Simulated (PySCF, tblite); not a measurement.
**C₆H₁₀N₂Si: geometry, infrared bands and NMR shifts**

Wanted: the infrared bands and NMR shifts of C₆H₁₀N₂Si (`[H]/N=C(\C=C)C[SiH2]CC#N`), by calculation.

The runs use tblite 0.8.0 and PySCF 2.14.0, with density-fitted response routines of our own; the level of theory stands in each step. All values are computed, except where a source is named. Atoms count from 0, in the outputs and in this text.

### 1 The starting structure

19 atoms, charge 0, multiplicity 1; geometry from: force field or distance geometry start.

Bonds of the start (Å): C0–C1 1.31, C1–C2 1.48, C2–N3 1.28, C2–C4 1.48, C4–Si5 1.86, Si5–C6 1.86, C6–C7 1.47, C7–N8 1.15, C0–H9 1.07, C0–H10 1.10, C1–H11 1.09, N3–H12 1.05, C4–H13 1.11, C4–H14 1.14, Si5–H15 1.48, Si5–H16 1.48, C6–H17 1.12, C6–H18 1.09.

### 2 Optimising the geometry with GFN2-xTB

The job: settings as JSON, then the geometry in Å.

```
{"job": {"kind": "relax", "xc": "GFN2-xTB", "basis": "xTB"}, "charge": 0, "multiplicity": 1}
C     -3.107300     0.207100    -1.174900
C     -2.643300     0.710100    -0.052600
C     -1.234900     0.571800     0.368800
N     -0.863900     1.095500     1.474500
C     -0.279100    -0.149200    -0.505000
Si     1.372800    -0.100100     0.343700
C      2.550200    -1.201100    -0.577100
C      3.857100    -0.542900    -0.711600
N      4.881300    -0.021300    -0.814900
H     -2.526200    -0.333000    -1.888100
H     -4.182100     0.372100    -1.368900
H     -3.324100     1.231900     0.613700
H     -1.574200     1.586100     2.076900
H     -0.604900    -1.170000    -0.781200
H     -0.202700     0.514400    -1.427100
H      1.901400     1.279600     0.275100
H      1.217500    -0.489000     1.766300
H      2.643300    -2.166000    -0.025500
H      2.109200    -1.386800    -1.553900
```

Command:

```
> OMP_NUM_THREADS=1 python probes_run.py task.json out
```

The driver reads the jobs from task.json and runs them one after another.

**Question.** This job is followed by: GFN2-xTB harmonic vibrations, gas phase; GIAO PBE0/pcSseg-1 NMR shielding, non-relativistic, gas phase. What will the session give for the following? strongest single infrared mode (GFN2-xTB); zero-point energy (GFN2-xTB); 13C shifts against TMS (PBE0/pcSseg-1); 1H shifts against TMS (PBE0/pcSseg-1, means over atoms taken as alike); 15N shifts against NH3 (PBE0/pcSseg-1); 29Si shifts against TMS (PBE0/pcSseg-1).

**Answer**, as computed:

| quantity | value |
| --- | --- |
| strongest single infrared mode (GFN2-xTB) | 2309 cm⁻¹, 430 km/mol |
| zero-point energy (GFN2-xTB) | 89.2 kcal/mol |
| 13C shifts against TMS (PBE0/pcSseg-1) | 183.1, 143.2, 134.3, 123.8, 22.6, 0.8 ppm |
| 1H shifts against TMS (PBE0/pcSseg-1, means over atoms taken as alike) | 9.87, 6.48, 6.11, 6.09, 4.68, 1.99, 1.26 ppm |
| 15N shifts against NH3 (PBE0/pcSseg-1) | 341.6, 291.9 ppm |
| 29Si shifts against TMS (PBE0/pcSseg-1) | -62.1 ppm |

In words: Over 163 steps the energy fell by 0.523 eV; of the close pairs, Si5–C6 changed most, 1.856 to 1.937 Å. All 51 modes are real, so the xTB geometry is a minimum. The strongest single mode, at 2309 cm⁻¹, moves mainly H15 and H16. Unscaled tight-binding wavenumbers are off by several per cent, some by more. Its intensities can rank the bands wrongly.
